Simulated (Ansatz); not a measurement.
## CH5FSeSi, SMILES C[SiH](F)[SeH]: harmonic frequencies at the relaxed geometry

Run with Ansatz 0.2.0, Python API.

Script `ch5fsesi.py`:
```python
"""Harmonic frequencies of CH5FSeSi at its relaxed geometry."""

import itertools

import ansatz as az
from ase import Atoms
from ase.data import atomic_numbers, covalent_radii
from ase.thermochemistry import IdealGasThermo
import numpy as np


def main() -> None:
    geometry_ang = [
        ("C", (0.036, 0.5396, -1.0136)),
        ("Si", (0.3743, -0.7045, 0.2686)),
        ("F", (1.7545, -0.2648, 1.0728)),
        ("Se", (-1.276, -0.8219, 1.7476)),
        ("H", (-0.9383, 0.2913, -1.5795)),
        ("H", (-0.157, 1.5854, -0.5373)),
        ("H", (0.8543, 0.6514, -1.7432)),
        ("H", (0.6079, -1.9901, -0.3857)),
        ("H", (-1.1672, 0.6673, 2.1533)),
    ]
    ch5fsesi = az.Crystal.molecule()
    for symbol, xyz in geometry_ang:
        ch5fsesi = ch5fsesi.atom(symbol, xyz)

    setup = (
        ch5fsesi.calculation()
        .basis(gaussian="def2-SVP")
        .functional("r2scan", dispersion="d3bj")
    )
    symbols = [site.symbol for site in ch5fsesi.cartesian_sites]
    start = np.array([site.position_ang for site in ch5fsesi.cartesian_sites], dtype=float)
    def progress(event):
        if event["event"] == "relax_step":
            row = event["data"]
            print(f"step {row['step']:3d}  E = {row['lagrangian_ev']:.6f} eV  largest force component {row['allowed_force_max_ev_ang']:.4f} eV/A")


    r = setup.relax(force_tolerance=0.003).session().plan().execute(on_event=progress).report
    end = np.array(r["positions_ang"])

    # pairs closer than 1.2 times the sum of covalent radii, before or after
    radius = [covalent_radii[atomic_numbers[s]] for s in symbols]
    span = lambda where, i, j: np.linalg.norm(where[i] - where[j])
    bonded = [(i, j) for i, j in itertools.combinations(range(len(symbols)), 2) if min(span(start, i, j), span(end, i, j)) < 1.2 * (radius[i] + radius[j])]
    print("pair        before    after (A)")
    for i, j in bonded:
        print(f"{symbols[i]}{i}-{symbols[j]}{j}".ljust(10), f"{span(start, i, j):8.4f} {span(end, i, j):8.4f}")
    for first, second in list(itertools.combinations(bonded, 2)):
        shared = set(first) & set(second)
        if shared and symbols[(j := shared.pop())] != "H":
            i, k = sorted((set(first) | set(second)) - {j})
            u, v = end[i] - end[j], end[k] - end[j]
            angle = np.degrees(np.arccos(np.clip(u @ v / np.linalg.norm(u) / np.linalg.norm(v), -1, 1)))
            print(f"final angle {symbols[i]}{i}-{symbols[j]}{j}-{symbols[k]}{k}: {angle:.2f} deg")

    # frequencies need a stationary point, so they are taken at the relaxed geometry
    minimum = az.Crystal.molecule()
    for symbol, place in zip(symbols, end):
        minimum = minimum.atom(symbol, place.tolist())
    vibrating = (
        minimum.calculation()
        .basis(gaussian="def2-SVP")
        .functional("r2scan", dispersion="d3bj")
        .phonons(temperatures=(200, 600, 100))
    )
    vib = vibrating.run(threads=1, backend="cpu").report["vibrations"]
    sums = vib["harmonic_sums"]
    modes = [m["omega_inv_cm"] for m in sums["modes_at_gamma"] if m["rigid_motion"] == "no"]
    print("frequencies (1/cm):", " ".join(f"{w:.0f}" for w in modes))
    print("imaginary modes:", sum(w < 0 for w in modes), " zero-point energy:", round(sums["zero_point_energy_ev"], 4), "eV")
    # rigid rotor and ideal gas, symmetry number taken as one
    gas = IdealGasThermo(vib_energies=[w / 8065.544 for w in modes if w > 0], geometry="linear" if len(modes) == 3 * len(symbols) - 5 else "nonlinear",
                         atoms=Atoms(symbols, positions=end), symmetrynumber=1, spin=0.0)
    print(f"H(298 K) - E = {gas.get_enthalpy(298.15, verbose=False):.4f} eV")
    print(f"S(298 K, 1 bar) = {96485.33 * gas.get_entropy(298.15, 1e5, verbose=False):.1f} J/(mol K) with symmetry number 1")


if __name__ == "__main__":
    main()
```

```console
$ python ch5fsesi.py
DeckWarning: the engine holds no damping parameters fitted to this dispersion correction and functional, so the run takes those fitted to r2scan beside the three-body term, which d3bj leaves out (hamiltonian.dispersion, under Limitations)
step   1  E = -77049.082583 eV  largest force component 2.0794 eV/A
step   2  E = -77049.269840 eV  largest force component 0.8247 eV/A
step   3  E = -77049.333087 eV  largest force component 0.3743 eV/A
step   4  E = -77049.338312 eV  largest force component 0.2439 eV/A
step   5  E = -77049.343558 eV  largest force component 0.0720 eV/A
step   6  E = -77049.345084 eV  largest force component 0.0215 eV/A
step   7  E = -77049.345635 eV  largest force component 0.0276 eV/A
step   8  E = -77049.345872 eV  largest force component 0.0075 eV/A
step   9  E = -77049.345875 eV  largest force component 0.0170 eV/A
step  10  E = -77049.345929 eV  largest force component 0.0043 eV/A
step  11  E = -77049.345930 eV  largest force component 0.0018 eV/A
pair        before    after (A)
C0-Si1       1.8183   1.8592
C0-H4        1.1538   1.1008
C0-H5        1.1653   1.1017
C0-H6        1.1020   1.1022
Si1-F2       1.6568   1.6312
Si1-Se3      2.2192   2.2747
Si1-H7       1.4613   1.4868
Se3-H8       1.5473   1.4722
final angle Si1-C0-H4: 110.95 deg
final angle Si1-C0-H5: 110.82 deg
final angle Si1-C0-H6: 110.31 deg
final angle C0-Si1-F2: 107.18 deg
final angle C0-Si1-Se3: 112.43 deg
final angle C0-Si1-H7: 113.92 deg
final angle H4-C0-H5: 108.22 deg
final angle H4-C0-H6: 108.58 deg
final angle H5-C0-H6: 107.85 deg
final angle F2-Si1-Se3: 110.92 deg
final angle F2-Si1-H7: 107.50 deg
final angle Se3-Si1-H7: 104.83 deg
final angle Si1-Se3-H8: 92.79 deg
frequencies (1/cm): 147 160 195 210 254 392 580 685 762 766 836 878 919 1260 1422 1424 2257 2431 3039 3145 3155
imaginary modes: 0  zero-point energy: 1.5446 eV
H(298 K) - E = 1.7524 eV
S(298 K, 1 bar) = 343.8 J/(mol K) with symmetry number 1
```
(Warnings from the package without file and line.)

Notes:
- Total energies depend on the basis set; only differences at equal settings carry meaning.
- The frequencies are harmonic and unscaled, in a modest basis.
- The result belongs to the one conformer reached from this start, and soft torsions count as harmonic oscillators.
- The entropy takes a symmetry number of 1; a symmetric molecule's is lower by R ln(sigma).
- A dispersion term here runs with damping parameters fitted for another variant or functional.
- It ran for 4.2 min on 1 thread of Arm Neoverse V2, on a shared host, peak memory 0.28 GiB.
